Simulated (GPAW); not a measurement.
Runs of GPAW 26.7.0 on MgB. It takes space group Pm-3m (No. 221, cubic). The conventional cell has a = 2.895 Å, b = 2.895 Å, c = 2.895 Å, α = 90.00°, β = 90.00°, γ = 90.00°. Mg (site symmetry m-3m) is surrounded by 8 B at 2.51 Å. B (site symmetry m-3m) is surrounded by 8 Mg at 2.51 Å. The cell was built by a generator and needn't be a form met in nature.

| level | potentials or basis | eigensolver | gap on the mesh (eV) | pressure (GPa) | relaxed volume (Å³/atom) |
| --- | --- | --- | --- | --- | --- |
| PW91 | PAW data sets generated in the run's folder for this functional, pw | - | none | 0.1 | - |
| PBEsol | PAW data sets generated in the run's folder for this functional, pw | - | none | 0.0 | (a) |
| BLYP | PAW data sets generated in the run's folder for this functional, pw | davidson | none | 0.0 | 12.48 |
| revPBE | the program's PAW data sets (release 1.2.1) made for this functional, pw | - | none | 0.0 | 12.43 |
| LDA | the program's PAW data sets (release 1.2.1) made for this functional, pw | - | none | 0.0 | 11.41 |

Alike in all rows: task relaxation of cell and atoms; no spin polarisation; cell relaxed; k mesh 9 × 9 × 9; cutoff (eV) 800; smearing fermi-dirac 0.05 eV.

Task: Estimate the missing entries.

Result: (a) 11.86.

Caveats: later steps reuse the first step's grids; the relaxation stopped at its first step, so nothing moved (some runs).

A gap of «none» marks a metal or a gap under the smearing width.
